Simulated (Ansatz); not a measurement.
Input of an Ansatz 0.2.0 run:

Contents of input.yaml:

```yaml
crystal:
  lattice:
    - [4.630791, 0.0, 0.0]
    - [0.0, 4.630791, 0.0]
    - [0.0, 0.0, 4.630791]
  atoms:
    - { symbol: Sr, position: [0.50328, 0.494336, 0.501929] }
    - { symbol: Li, position: [0.002025, 0.005355, -0.012198] }
    - { symbol: H, position: [0.500896, 0.502019, -0.000943] }
    - { symbol: H, position: [0.505566, 0.007064, 0.487835] }
    - { symbol: H, position: [-0.011432, 0.513162, 0.492109] }
hamiltonian:
  xc: pbe
  pseudopotentials: { kind: paw }
kpoints:
  mp_grid: { grid: [6, 6, 6] }
scf:
  occupations: { method: fermi_dirac, width: 0.05 }
output:
  forces: true
  stress: true
  eigenvalues: true
```

Potentials or basis: Ansatz PAW.

Launch:

```bash
$ ansatz run input.yaml --threads 2 --pin off --max-ram 5120MiB --backend cpu --events-out ev --progress --plain --runs-dir out
```

Q: What does it give for the pressure?

A: 0.2 GPa.

Q: Predict the band gap on the k mesh.

A: 1.83 eV, indirect (least direct gap 2.24 eV).

Stress tensor (GPa, compression positive):
```
 0.27  0.03 -0.03
 0.03  0.27  0.02
-0.03  0.02  0.17
```

A k mesh can miss the band edges.
